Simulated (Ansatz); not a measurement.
**Ge₅H₁₀: small, medium and large basis sets**

One table from this session's results is given with a row withheld; the runs are named, their logs left out.

The runs use Ansatz 0.2.0, Gaussian basis; one geometry, several basis sets.

The runs, in order: PBE0-D4/def2-SVP; ωB97M-V/def2-SVP; PBE0-D4/def2-QZVPP; ωB97M-V/def2-QZVPP; the functionals' def2-TZVPP values are taken from earlier runs.

### The relaxed structure

The geometry comes from an earlier relaxation with PBE0-D4 in a triple-zeta def2 set; it is a stationary point, not always the lowest conformer.

15 atoms, charge 0, spin multiplicity 1.

Atoms are counted from 1 here; the program's logs count them from 0.

Bond lengths: Ge1–Ge2 2.436 Å, Ge1–Ge5 2.431 Å, Ge1–H6 1.540 Å, Ge1–H7 1.539 Å, Ge2–Ge3 2.440 Å, Ge2–H8 1.540 Å, Ge2–H9 1.539 Å, Ge3–Ge4 2.435 Å, Ge3–H10 1.539 Å, Ge3–H11 1.540 Å, Ge4–Ge5 2.430 Å, Ge4–H12 1.539 Å, Ge4–H13 1.540 Å, Ge5–H14 1.538 Å, Ge5–H15 1.540 Å. Angles: Ge2–Ge1–Ge5 105.0°, Ge2–Ge1–H6 109.5°, Ge2–Ge1–H7 112.0°, Ge5–Ge1–H6 109.1°, Ge5–Ge1–H7 112.7°, H6–Ge1–H7 108.4°, Ge1–Ge2–Ge3 106.5°, Ge1–Ge2–H8 110.0°, Ge1–Ge2–H9 111.1°, Ge3–Ge2–H8 109.9°, Ge3–Ge2–H9 111.1°, H8–Ge2–H9 108.2°, Ge2–Ge3–Ge4 106.3°, Ge2–Ge3–H10 111.3°, Ge2–Ge3–H11 109.7°, Ge4–Ge3–H10 111.5°, Ge4–Ge3–H11 109.7°, H10–Ge3–H11 108.3° and more.

Coordinates:

```xyz
15

Ge   -1.73353    0.93395    0.54009
Ge   -0.31348   -0.42687    1.97819
Ge    1.64818   -1.02159    0.65387
Ge    1.39056    0.10169   -1.49086
Ge   -1.00636    0.42818   -1.72359
H    -1.47943    2.42498    0.83096
H    -3.22777    0.64235    0.76258
H    -1.06322   -1.70178    2.40571
H     0.08941    0.34389    3.24793
H     2.94906   -0.60035    1.35993
H     1.68635   -2.54603    0.44046
H     1.99869   -0.70886   -2.64856
H     2.08490    1.47563   -1.43840
H    -1.36345    1.54002   -2.72514
H    -1.65992   -0.88521   -2.19318
```

Set-up of the first run:

The input, in.yaml:

```yaml
crystal:
  periodic: [false, false, false]
  atoms:
    - {symbol: Ge, position_ang: [-1.733533, 0.933952, 0.540094]}
    - {symbol: Ge, position_ang: [-0.313479, -0.426873, 1.978185]}
    - {symbol: Ge, position_ang: [1.648180, -1.021590, 0.653869]}
    - {symbol: Ge, position_ang: [1.390561, 0.101691, -1.490862]}
    - {symbol: Ge, position_ang: [-1.006357, 0.428185, -1.723595]}
    - {symbol: H, position_ang: [-1.479429, 2.424984, 0.830958]}
    - {symbol: H, position_ang: [-3.227766, 0.642346, 0.762585]}
    - {symbol: H, position_ang: [-1.063220, -1.701783, 2.405711]}
    - {symbol: H, position_ang: [0.089415, 0.343886, 3.247930]}
    - {symbol: H, position_ang: [2.949056, -0.600345, 1.359930]}
    - {symbol: H, position_ang: [1.686350, -2.546027, 0.440462]}
    - {symbol: H, position_ang: [1.998690, -0.708859, -2.648557]}
    - {symbol: H, position_ang: [2.084898, 1.475632, -1.438398]}
    - {symbol: H, position_ang: [-1.363451, 1.540016, -2.725136]}
    - {symbol: H, position_ang: [-1.659924, -0.885213, -2.193175]}
basis:
  gaussian: {orbitals: def2-SVP}
hamiltonian: {xc: pbe0, dispersion: d4}
output: {orbitals: {seedname: orbitals}}
```

Among the steps run: PBE0-D4 in def2-SVP; ωB97M-V in def2-SVP; PBE0-D4 in def2-QZVPP; ωB97M-V in def2-QZVPP.

One table of the session follows, with a row left open; its other results are not shown here.

It belongs to the step «Functionals by basis». 

| functional | basis | HOMO (eV) |
| --- | --- | --- |
| PBE0-D4 | def2-SVP | ? |
| PBE0-D4 | def2-TZVPP | -7.48 |
| PBE0-D4 | def2-QZVPP | -7.48 |
| ωB97M-V | def2-SVP | -9.38 |
| ωB97M-V | def2-TZVPP | -9.39 |
| ωB97M-V | def2-QZVPP | -9.38 |

Estimate the missing values for PBE0-D4, def2-SVP.

**Answer.** HOMO (eV): -7.50. In the column «HOMO (eV)» it lies between ωB97M-V, def2-QZVPP (-9.38) and PBE0-D4, def2-TZVPP (-7.48).
